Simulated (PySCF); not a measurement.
# C3H5F3O: geometry, spin-spin couplings

Aim: predict the spin-spin couplings of C3H5F3O (`FCO[C@H](F)CF`).

The runs use PySCF 2.14.0, with density-fitted response routines of our own; the level of theory stands in each step. All values are computed, except where a source is named. Atoms count from 0, in the outputs and in this text.

## Step 1: The molecule as given

12 atoms, charge 0, multiplicity 1; geometry from: GFN2-xTB. The atoms were then displaced at random by about 0.01 Å, so the start is not that level's minimum.

Bonds of the start (Å): F0–C1 1.35, C1–O2 1.37, O2–C3 1.41, C3–F4 1.39, C3–C5 1.49, C5–F6 1.36, C1–H7 1.09, C1–H8 1.10, C3–H9 1.11, C5–H10 1.09, C5–H11 1.10.

## Step 2: Relaxing the molecule at PBE0-D3(BJ)/def2-SVP

What the job is given:

```
{"job": {"xc": "PBE0", "basis": "def2-SVP", "d3": "d3bj", "grid": 1, "shake": 0.01, "kind": "geom"}, "charge": 0, "multiplicity": 1}
F     -2.282070     0.377550    -0.667190
C     -1.777230     0.422480     0.587730
O     -0.424060     0.619910     0.529850
C      0.360620    -0.421670     0.002240
F      0.306480    -1.490580     0.882330
C      1.773980     0.017450    -0.192070
F      1.930980     0.607510    -1.406360
H     -2.183790     1.291790     1.109930
H     -2.050110    -0.519620     1.085860
H     -0.103900    -0.805250    -0.925360
H      2.050660     0.735340     0.586790
H      2.438140    -0.863180    -0.161490
```

Launch:

```console
> OMP_NUM_THREADS=1 python probes_run.py task.json out
```

One launch serves the whole session: the jobs run in the order shown.

What it wrote:

```text
step   0  E = -491.18999190  max force = 0.037367
step   1  E = -491.19300288  max force = 0.012711
step   2  E = -491.19354690  max force = 0.003026
step   3  E = -491.19366648  max force = 0.001338
step   4  E = -491.19371741  max force = 0.001197
step   5  E = -491.19373585  max force = 0.000888
step   6  E = -491.19374440  max force = 0.000861
step   7  E = -491.19374840  max force = 0.000463
step   8  E = -491.19375066  max force = 0.000435
optimisation converged
```

It took 51 s on 1 thread of Arm Neoverse V1, shared host; peak memory 0.51 GiB.

The steps of the relaxation:

| step | energy from step 0 (eV) | largest force component (eV/Å) |
| --- | --- | --- |
| 0 | 0.0000 | 1.9215 |
| 1 | -0.0819 | 0.6536 |
| 2 | -0.0967 | 0.1556 |
| 3 | -0.1000 | 0.0688 |
| 4 | -0.1014 | 0.0616 |
| 5 | -0.1019 | 0.0457 |
| 6 | -0.1021 | 0.0443 |
| 7 | -0.1022 | 0.0238 |
| 8 | -0.1023 | 0.0224 |

Close pairs (by a distance rule), those that changed most:

| bond | before (Å) | after (Å) | change (Å) |
| --- | --- | --- | --- |
| O2–C3 | 1.407 | 1.378 | -0.029 |
| C3–C5 | 1.493 | 1.510 | +0.018 |
| C3–F4 | 1.386 | 1.372 | -0.013 |
| C1–O2 | 1.369 | 1.381 | +0.012 |
| F0–C1 | 1.353 | 1.361 | +0.008 |
| C5–H10 | 1.095 | 1.103 | +0.008 |
| C1–H7 | 1.093 | 1.100 | +0.007 |
| C1–H8 | 1.100 | 1.104 | +0.004 |

The next job starts from the end point, and lists it.

| at the end point | value |
| --- | --- |
| point group (found at 0.08 Å tolerance) | C1 |
| rotational constants (GHz, main isotopes) | 3.584, 1.796, 1.337 |
| dipole moment (D) | 1.53 |

## Step 3: Spin-spin couplings: B3LYP/cc-pVTZ

What the job is given:

```
{"job": {"kind": "j", "xc": "B3LYP", "basis": "cc-pVTZ"}, "charge": 0, "multiplicity": 1}
F     -2.116662     0.702754    -0.909206
C     -1.653927     0.810930     0.366652
O     -0.274860     0.746468     0.392834
C      0.256097    -0.507099     0.182212
F      0.150591    -1.256139     1.327125
C      1.723436    -0.370472    -0.148944
F      1.869972     0.204540    -1.375357
H     -1.932308     1.795604     0.769219
H     -2.104471    -0.001573     0.963888
H     -0.288926    -1.038941    -0.617936
H      2.201364     0.256586     0.621900
H      2.185529    -1.370770    -0.145919
```

Level: B3LYP/cc-pVTZ indirect spin-spin coupling, non-relativistic, gas phase.

What it wrote:

```text
coarse grid: 10704 points
cycle   1  E = -492.1198548334  dE =  9.385e-01  |g| = 9.798e-01  |ddm| = 6.701e+00
cycle   2  E = -491.9225098918  dE =  1.973e-01  |g| = 1.520e+00  |ddm| = 2.594e+00
cycle   3  E = -492.2625800201  dE = -3.401e-01  |g| = 6.265e-02  |ddm| = 1.608e+00
cycle   4  E = -492.2630599121  dE = -4.799e-04  |g| = 3.411e-02  |ddm| = 1.130e-01
cycle   5  E = -492.2632414025  dE = -1.815e-04  |g| = 1.121e-02  |ddm| = 5.103e-02
cycle   6  E = -492.2632582141  dE = -1.681e-05  |g| = 2.391e-03  |ddm| = 1.301e-02
cycle   7  E = -492.2632592266  dE = -1.013e-06  |g| = 4.242e-04  |ddm| = 3.951e-03
final grid: 106504 points
cycle   8  E = -492.2550609068  dE = -8.926e-05  |g| = 9.631e-03  |ddm| = 7.703e-02
cycle   9  E = -492.2550423453  dE =  1.856e-05  |g| = 1.481e-02  |ddm| = 2.662e-02
cycle  10  E = -492.2550749969  dE = -3.265e-05  |g| = 8.412e-04  |ddm| = 1.569e-02
cycle  11  E = -492.2550750868  dE = -8.986e-08  |g| = 4.158e-04  |ddm| = 1.615e-03
cycle  12  E = -492.2550751136  dE = -2.675e-08  |g| = 1.257e-04  |ddm| = 5.442e-04
cycle  13  E = -492.2550751161  dE = -2.591e-09  |g| = 2.949e-05  |ddm| = 1.906e-04
cycle  14  E = -492.2550751163  dE = -1.428e-10  |g| = 6.282e-06  |ddm| = 3.932e-05
converged SCF energy = -492.2550751163

Indirect spin-spin couplings (Hz)
  i      j    bonds     total        FC       PSO       DSO        SD
  0 F    1 C    1   -283.422  -299.712     1.074     0.871    14.345
  0 F    2 O    2    -24.283    -4.400   -11.850     0.022    -8.055
  0 F    3 C    3     -2.318    -1.707    -0.386     0.066    -0.292
  0 F    4 F    4     -0.839    -6.592     8.127    -0.876    -1.498
  0 F    6 F    5      0.376     0.308     0.460    -0.076    -0.315
  0 F    7 H    2     41.462    43.150     3.010    -1.224    -3.473
  0 F    8 H    2     43.510    45.101     3.007    -1.003    -3.595
  0 F   10 H    5      0.591     0.676     0.991    -1.100     0.024
  0 F   11 H    5     -0.339    -0.151     0.841    -0.999    -0.031
  1 C    2 O    1     28.400    26.169     2.402    -0.171         -
  1 C    3 C    2     -1.994    -1.872    -0.151     0.029         -
  1 C    4 F    3     -2.856    -2.532    -0.051    -0.004    -0.268
  1 C    5 C    3      3.243     3.258     0.062    -0.077         -
  1 C    7 H    1    163.111   162.332    -0.406     1.185         -
  1 C    8 H    1    155.546   154.731    -0.447     1.262         -
  1 C    9 H    3      4.464     4.494    -0.240     0.211         -
  1 C   10 H    4     -0.293    -0.245     0.252    -0.300         -
  1 C   11 H    4      0.926     0.997     0.316    -0.387         -
  2 O    3 C    1     27.632    24.872     2.958    -0.198         -
  2 O    4 F    2    -24.738    -6.478   -10.663    -0.001    -7.597
  2 O    5 C    2     -9.643    -9.690     0.086    -0.039         -
  2 O    6 F    3      0.340    -0.386     0.718    -0.057     0.065
  2 O    7 H    2    -14.938   -15.020     0.087    -0.005         -
  2 O    8 H    2     -0.531    -0.789     0.197     0.061         -
  2 O    9 H    2     -0.720    -1.009     0.269     0.020         -
  2 O   10 H    3     -3.119    -2.961    -0.005    -0.153         -
  2 O   11 H    3     -8.079    -8.212    -0.102     0.235         -
  3 C    4 F    1   -273.210  -293.720     3.461     1.095    15.953
  3 C    5 C    1     46.375    46.996    -0.977     0.356         -
  3 C    6 F    2     18.989    23.874    -4.910     0.185    -0.160
  3 C    7 H    3      7.824     7.942     0.401    -0.519         -
  3 C    8 H    3      4.580     4.605    -0.245     0.220         -
  3 C    9 H    1    160.680   159.853    -0.775     1.603         -
  3 C   10 H    2     -5.944    -5.979    -0.134     0.168         -
  3 C   11 H    2      0.113     0.157    -0.213     0.169         -
  4 F    5 C    2     33.038    38.370    -4.830     0.122    -0.624
  4 F    6 F    3    -52.805   -32.777   -34.000    -1.434    15.406
  4 F    7 H    4      0.631     0.876     1.114    -1.213    -0.146
  4 F    8 H    4      0.468     0.065    -0.385     1.180    -0.392
  4 F    9 H    2     49.101    50.611     2.794    -0.558    -3.747
  4 F   10 H    3     -1.849    -0.705    -0.609    -0.032    -0.503
  4 F   11 H    3     -0.663    -0.328     0.091     0.340    -0.767
  5 C    6 F    1   -243.928  -287.852    24.141     0.805    18.978
  5 C    8 H    4     -0.356    -0.309     0.255    -0.302         -
  5 C    9 H    2     -0.362    -0.245    -0.186     0.069         -
  5 C   10 H    1    138.749   137.823    -0.233     1.158         -
  5 C   11 H    1    139.116   138.149    -0.160     1.126         -
  6 F    7 H    5     -0.197    -0.093     0.826    -0.907    -0.024
  6 F    8 H    5      0.363     0.577     0.994    -1.163    -0.046
  6 F    9 H    3      2.073     2.052     0.246     0.308    -0.533
  6 F   10 H    2     36.577    30.905    10.075    -1.146    -3.256
  6 F   11 H    2     38.159    32.470    10.143    -1.219    -3.235
  7 H    8 H    2     -3.829    -3.608     1.720    -1.942         -
  7 H    9 H    4     -0.833    -0.497     1.741    -2.077         -
  8 H    9 H    4      0.203     0.082    -0.728     0.849         -
  8 H   11 H    5     -0.259    -0.098     1.038    -1.199         -
  9 H   10 H    3      7.638     8.133     2.170    -2.664         -
  9 H   11 H    3      2.431     2.374     0.147    -0.091         -
 10 H   11 H    2     -8.746    -8.603     1.662    -1.805         -
```

Run time: 62 s. Hardware: 1 thread of Arm Neoverse V1, shared host; peak memory 1.1 GiB.

This basis has no tight s functions, so the Fermi-contact terms are rough.

A choice of the couplings up to four bonds, sorted by the number of bonds; isotopes 13C, 19F, 1H, 17O:

| pair | bonds | J (Hz) | Fermi contact (Hz) | dihedral (°) |
| --- | --- | --- | --- | --- |
| F0–C1 | 1 | -283.4 | -299.7 | – |
| C3–F4 | 1 | -273.2 | -293.7 | – |
| C5–F6 | 1 | -243.9 | -287.9 | – |
| C1–H7 | 1 | 163.1 | 162.3 | – |
| C3–H9 | 1 | 160.7 | 159.9 | – |
| C1–H8 | 1 | 155.5 | 154.7 | – |
| C5–H11 | 1 | 139.1 | 138.1 | – |
| C5–H10 | 1 | 138.7 | 137.8 | – |
| C3–C5 | 1 | 46.4 | 47.0 | – |
| F4–H9 | 2 | 49.1 | 50.6 | – |
| F0–H8 | 2 | 43.5 | 45.1 | – |
| F0–H7 | 2 | 41.5 | 43.1 | – |
| F6–H11 | 2 | 38.2 | 32.5 | – |
| F6–H10 | 2 | 36.6 | 30.9 | – |
| F4–C5 | 2 | 33.0 | 38.4 | – |
| O2–F4 | 2 | -24.7 | -6.5 | – |
| F0–O2 | 2 | -24.3 | -4.4 | – |
| C3–F6 | 2 | 19.0 | 23.9 | – |
| F4–F6 | 3 | -52.8 | -32.8 | 172 |
| O2–H11 | 3 | -8.1 | -8.2 | 170 |
| C3–H7 | 3 | 7.8 | 7.9 | 167 |
| H9–H10 | 3 | 7.6 | 8.1 | 174 |
| C3–H8 | 3 | 4.6 | 4.6 | 46 |
| C1–H9 | 3 | 4.5 | 4.5 | 41 |
| C1–C5 | 3 | 3.2 | 3.3 | 164 |
| O2–H10 | 3 | -3.1 | -3.0 | 51 |
| C1–F4 | 3 | -2.9 | -2.5 | -78 |

The spin-dipole term was solved for some atoms only; pairs without it lack that part.

The response was solved for the nuclei of C, F, H alone, so couplings that need other nuclei can be missing.

Quadrupole couplings from the field gradients of the same density:

| atom | isotope | eQq/h (MHz) | η |
| --- | --- | --- | --- |
| O2 | 17O | -10.7 | 0.77 |

## Step 4: J couplings: B3LYP/6-31G*

Same as in step 3 but for these lines:

```diff
@@ -1,2 +1,2 @@
-{"job": {"kind": "j", "xc": "B3LYP", "basis": "cc-pVTZ"}, "charge": 0, "multiplicity": 1}
+{"job": {"kind": "j", "xc": "B3LYP", "basis": "6-31G*"}, "charge": 0, "multiplicity": 1}
 F     -2.116662     0.702754    -0.909206
```

With the program's defaults for keys left out, this is: B3LYP/6-31G* indirect spin-spin coupling, non-relativistic, gas phase.

What it wrote:

```text
coarse grid: 10704 points
cycle   1  E = -491.9016028377  dE =  9.559e-01  |g| = 9.791e-01  |ddm| = 3.144e+00
cycle   2  E = -491.7178846459  dE =  1.837e-01  |g| = 1.450e+00  |ddm| = 1.604e+00
cycle   3  E = -492.0588324817  dE = -3.409e-01  |g| = 5.805e-02  |ddm| = 9.953e-01
cycle   4  E = -492.0593991259  dE = -5.666e-04  |g| = 2.987e-02  |ddm| = 6.736e-02
cycle   5  E = -492.0595764731  dE = -1.773e-04  |g| = 8.161e-03  |ddm| = 2.639e-02
cycle   6  E = -492.0595867836  dE = -1.031e-05  |g| = 2.431e-03  |ddm| = 6.263e-03
cycle   7  E = -492.0595878401  dE = -1.056e-06  |g| = 2.022e-04  |ddm| = 1.905e-03
final grid: 106504 points
cycle   8  E = -492.0386570946  dE = -1.971e-05  |g| = 8.079e-03  |ddm| = 1.733e-02
cycle   9  E = -492.0386437312  dE =  1.336e-05  |g| = 1.215e-02  |ddm| = 1.329e-02
cycle  10  E = -492.0386691542  dE = -2.542e-05  |g| = 6.250e-04  |ddm| = 7.794e-03
cycle  11  E = -492.0386692291  dE = -7.488e-08  |g| = 1.931e-04  |ddm| = 5.931e-04
cycle  12  E = -492.0386692346  dE = -5.490e-09  |g| = 7.968e-05  |ddm| = 1.723e-04
cycle  13  E = -492.0386692357  dE = -1.159e-09  |g| = 1.203e-05  |ddm| = 7.165e-05
cycle  14  E = -492.0386692357  dE = -2.558e-11  |g| = 4.601e-06  |ddm| = 1.053e-05
converged SCF energy = -492.0386692357

Indirect spin-spin couplings (Hz)
  i      j    bonds     total        FC       PSO       DSO        SD
  0 F    1 C    1   -241.559  -254.796     1.226     0.971    11.040
  0 F    2 O    2    -35.471   -16.321   -11.915     0.002    -7.236
  0 F    3 C    3     -1.082    -0.494    -0.393     0.076    -0.272
  0 F    4 F    4      6.435     1.227     7.451    -0.824    -1.420
  0 F    7 H    2     50.426    52.610     1.833    -1.053    -2.964
  0 F    8 H    2     62.506    64.571     1.931    -0.831    -3.165
  0 F    9 H    4      0.662    -0.034    -0.327     1.412    -0.389
  0 F   10 H    5      0.334     0.696     0.686    -1.078     0.029
  0 F   11 H    5     -0.493    -0.049     0.562    -0.981    -0.025
  1 C    2 O    1     14.699    12.900     1.977    -0.178         -
  1 C    3 C    2     -2.595    -2.498    -0.127     0.030         -
  1 C    4 F    3     -1.704    -1.390    -0.068     0.006    -0.252
  1 C    5 C    3      3.517     3.540     0.054    -0.077         -
  1 C    7 H    1    176.435   175.707    -0.521     1.249         -
  1 C    8 H    1    178.248   177.459    -0.530     1.320         -
  1 C    9 H    3      4.533     4.525    -0.209     0.218         -
  1 C   10 H    4     -0.352    -0.242     0.187    -0.298         -
  1 C   11 H    4      1.009     1.161     0.231    -0.383         -
  2 O    3 C    1     14.291    12.071     2.426    -0.206         -
  2 O    4 F    2    -34.977   -16.537   -11.351    -0.020    -7.070
  2 O    5 C    2     -8.301    -8.317     0.055    -0.039         -
  2 O    6 F    3      0.760     0.196     0.619    -0.061     0.005
  2 O    7 H    2    -15.015   -15.094     0.095    -0.016         -
  2 O    8 H    2     -1.375    -1.604     0.189     0.041         -
  2 O    9 H    2     -1.621    -1.880     0.259    -0.000         -
  2 O   10 H    3     -2.713    -2.546    -0.015    -0.152         -
  2 O   11 H    3     -8.011    -8.185    -0.056     0.231         -
  3 C    4 F    1   -242.474  -261.225     4.663     1.190    12.898
  3 C    5 C    1     67.913    68.386    -0.829     0.356         -
  3 C    6 F    2     22.660    26.752    -4.239     0.204    -0.056
  3 C    7 H    3      6.915     7.161     0.265    -0.512         -
  3 C    8 H    3      4.548     4.548    -0.227     0.227         -
  3 C    9 H    1    185.122   184.292    -0.826     1.656         -
  3 C   10 H    2     -4.207    -4.292    -0.098     0.182         -
  3 C   11 H    2      1.433     1.418    -0.165     0.180         -
  4 F    5 C    2     36.136    40.527    -4.090     0.139    -0.440
  4 F    6 F    3    -20.294    -7.226   -26.612    -1.355    14.898
  4 F    8 H    4      1.237     0.426    -0.046     1.200    -0.343
  4 F    9 H    2     61.796    63.470     1.977    -0.391    -3.260
  4 F   10 H    3     -1.034     0.029    -0.627     0.029    -0.465
  4 F   11 H    3      0.463     0.687     0.015     0.400    -0.639
  5 C    6 F    1   -194.637  -233.682    22.853     0.913    15.279
  5 C    8 H    4     -0.393    -0.306     0.212    -0.300         -
  5 C    9 H    2      1.019     1.058    -0.119     0.080         -
  5 C   10 H    1    164.087   163.312    -0.445     1.220         -
  5 C   11 H    1    163.493   162.669    -0.366     1.190         -
  6 F    7 H    5     -0.433    -0.094     0.578    -0.890    -0.027
  6 F    8 H    5     -0.168     0.285     0.730    -1.140    -0.043
  6 F    9 H    3      2.429     2.305     0.194     0.368    -0.438
  6 F   10 H    2     48.924    44.547     8.165    -0.973    -2.816
  6 F   11 H    2     49.002    44.514     8.387    -1.043    -2.856
  7 H    8 H    2     -5.347    -4.428     0.892    -1.810         -
  7 H    9 H    4     -1.444    -0.591     1.193    -2.046         -
  7 H   10 H    5     -0.326    -0.028     0.503    -0.801         -
  7 H   11 H    5     -0.299     0.288     0.976    -1.563         -
  8 H    9 H    4      0.181     0.055    -0.753     0.879         -
  8 H   10 H    5     -0.403     0.030     0.728    -1.161         -
  8 H   11 H    5     -0.551    -0.110     0.746    -1.186         -
  9 H   10 H    3      7.276     8.385     1.503    -2.612         -
  9 H   11 H    3      2.020     2.165    -0.104    -0.041         -
 10 H   11 H    2    -11.212   -10.332     0.790    -1.670         -
```

Run time: 15 s. Hardware: 1 thread of Arm Neoverse V1, shared host; peak memory 0.62 GiB.

This basis has no tight s functions, so the Fermi-contact terms are rough.

This run: J(C3,F4) -242.5 Hz, J(F0,C1) -241.6 Hz, J(C5,F6) -194.6 Hz.

## Step 5: Run by run: spin-spin couplings

Couplings (Hz), with basis size and wall time:

| run | F0–C1 | C3–F4 | C5–F6 | C1–H7 | C3–H9 | C1–H8 | C5–H11 | functions | time |
| --- | --- | --- | --- | --- | --- | --- | --- | --- | --- |
| B3LYP/cc-pVTZ | -283.4 | -273.2 | -243.9 | 163.1 | 160.7 | 155.5 | 139.1 | 280 | 62 s |
| B3LYP/6-31G* | -241.6 | -242.5 | -194.6 | 176.4 | 185.1 | 178.2 | 163.5 | 108 | 15 s |

## Step 6: Summary of results

| quantity | value |
| --- | --- |
| point group | C1 |
| rotational constants (main isotopes) | 3.58, 1.80, 1.34 GHz |
| largest coupling of the table (B3LYP/cc-pVTZ) | 1J(F,C) F0–C1, -283.4 Hz |
| range of J(F0,C1), mean over like pairs | -283.4 to -241.6 Hz |

The optimisation took 8 steps and gained 0.102 eV; among the close pairs (by a distance rule), O2–C3 changed most, from 1.407 to 1.378 Å. No frequency check was run at this level, so the end point may be a saddle. In the run at B3LYP/cc-pVTZ, the largest coupling of the table is F0–C1, -283.4 Hz, of which the Fermi-contact term gives -299.7 Hz. Couplings across rotatable bonds belong to this one conformer; where others are populated, the observed values are averages. Density functionals describe couplings to fluorine poorly, F–F couplings above all, so those rows are rough. The coupling F0–C1, as a mean over pairs of its kind, runs from -283.4 Hz (B3LYP/cc-pVTZ) to -241.6 Hz (B3LYP/6-31G*). Couplings from bases without tight functions are rough.
